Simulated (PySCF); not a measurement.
# CH2GaNS (GaH2(NCS)) at TPSSh/aug-cc-pVDZ

What is the vertical ionisation energy of CH2GaNS (GaH2(NCS)) at TPSSh/aug-cc-pVDZ? Input form: a Python script.

Program for the calculation: PySCF 2.14.0.

### Step 1. The molecule

CH2GaNS has 6 atoms, charge 0, and is taken as a singlet. As SMILES, `[H][Ga]([H])[N]=C=S`. Geometry: a GFN2-xTB relaxation, a rough one for these elements and not checked as a minimum.

Bond lengths: Ga1–N4 1.826 Å, N4–C5 1.202 Å, C5–S6 1.551 Å, Ga1–H2 1.545 Å, Ga1–H3 1.545 Å. Angles: Ga1–N4–C5 178.6°, N4–C5–S6 179.9°, H2–Ga1–N4 116.4°, H3–Ga1–N4 116.3°, H2–Ga1–H3 127.3°.

### Step 2. A single-point energy at TPSSh/aug-cc-pVDZ

calc.py

```python
from pyscf import gto, dft

mol = gto.M(
    atom='''
Ga   0.670630   1.164170  -0.002760
H    2.211160   1.060940   0.047470
H   -0.181080   2.452850  -0.032100
N   -0.249060  -0.412950  -0.020030
C   -0.842440  -1.458460  -0.004760
S   -1.609210  -2.806540   0.012170
''',
    max_memory=1860,
    verbose=3,
    basis='aug-cc-pvdz',
    spin=0,
)

myscf = dft.RKS(mol)
myscf.xc = 'tpssh'
myscf.conv_tol = 1e-10
myscf.grids.level = 1
myscf.kernel()
if not myscf.converged:
    myscf = myscf.newton().run(myscf.mo_coeff, myscf.mo_occ)

e_tot = myscf.e_tot
print('E = %.10f Eh' % e_tot)
```

Run with:

```bash
$ OMP_NUM_THREADS=1 python calc.py
```

Output:

```text
converged SCF energy = -2417.0993157277
E = -2417.0993157277 Eh
```

Run time: 14 s. Hardware: 1 thread of Arm Neoverse V1, shared host; peak memory 0.52 GiB.

### Step 3. The doublet cation at the same level

input.py

```python
from pyscf import gto, dft

system = gto.Mole()
system.atom = '''
Ga     1.267307     2.199962    -0.005216
H      4.178487     2.004886     0.089705
H     -0.342192     4.635215    -0.060660
N     -0.470655    -0.780362    -0.037851
C     -1.591981    -2.756090    -0.008995
S     -3.040966    -5.303592     0.022998
'''
system.basis = 'aug-cc-pvdz'
system.charge = 1
system.unit = 'bohr'
system.spin = 1
system.max_memory = 1860
system.verbose = 4
system.build()

mf = dft.UKS(system)
mf.xc = 'tpssh'
mf.grids.level = 1
mf.conv_tol = 1e-10
mf.kernel()
if not mf.converged:
    mf = mf.newton().run(mf.mo_coeff, mf.mo_occ)

e_tot = mf.e_tot
print('Final energy', e_tot)
```

Run with:

```bash
$ OMP_NUM_THREADS=1 python input.py
```

Output:

```text
PySCF version 2.14.0

[INPUT] num. atoms = 6
[INPUT] num. electrons = 61
[INPUT] charge = 1
[INPUT] spin (= nelec alpha-beta = 2S) = 1
[INPUT] symmetry False subgroup None
[INPUT] Mole.unit = bohr
[INPUT] Symbol           X                Y                Z      unit          X                Y                Z       unit  Magmom
[INPUT]  1 Ga     0.670629983639   1.164169755290  -0.002760188332 AA    1.267307000000   2.199962000000  -0.005216000000 Bohr   0.0
[INPUT]  2 H      2.211160096525   1.060939981693   0.047469841706 AA    4.178487000000   2.004886000000   0.089705000000 Bohr   0.0
[INPUT]  3 H     -0.181080208159   2.452850145715  -0.032099889614 AA   -0.342192000000   4.635215000000  -0.060660000000 Bohr   0.0
[INPUT]  4 N     -0.249059900206  -0.412949786668  -0.020029886611 AA   -0.470655000000  -0.780362000000  -0.037851000000 Bohr   0.0
[INPUT]  5 C     -0.842440065418  -1.458460019245  -0.004759949012 AA   -1.591981000000  -2.756090000000  -0.008995000000 Bohr   0.0
[INPUT]  6 S     -1.609209906383  -2.806540022418   0.012170017497 AA   -3.040966000000  -5.303592000000   0.022998000000 Bohr   0.0

nuclear repulsion = 254.219319736916
number of shells = 43
number of NR pGTOs = 228
number of NR cGTOs = 127
basis = aug-cc-pvdz
ecp = {}

[... 90 lines left out ...]
converged SCF energy = -2416.76272687445  <S^2> = 0.76681471  2S+1 = 2.0167446
Final energy -2416.762726874454
```

It took 29 s on 1 thread of Arm Neoverse V1, shared host; peak memory 0.53 GiB.

### Step 4. Summary of results

Level: TPSSh/aug-cc-pVDZ.

| quantity | value |
| --- | --- |
| singlet CH2GaNS: total energy | -2417.09932 Eh |
| singlet CH2GaNS: dipole moment | 2.75 D |
| singlet CH2GaNS: HOMO energy | -6.61 eV |
| singlet CH2GaNS: LUMO energy | -2.52 eV |
| singlet CH2GaNS: HOMO–LUMO gap | 4.09 eV |
| doublet cation: total energy | -2416.76273 Eh |
| doublet cation: HOMO energy (highest over α and β) | -13.13 eV |
| doublet cation: LUMO energy (lowest over α and β) | -11.65 eV |
| doublet cation: ⟨S²⟩ | 0.767 |
| vertical ionisation energy (to the doublet cation) | 9.159 eV |

In words: Removing an electron at fixed nuclei costs 9.16 eV (884 kJ/mol). −ε(HOMO) before ionisation, 6.61 eV, is 2.55 eV below this ionisation energy. Mulliken charges (doublet cation) run from -0.28 on N4 to +0.58 on Ga1; in a basis this large or diffuse they mean little.
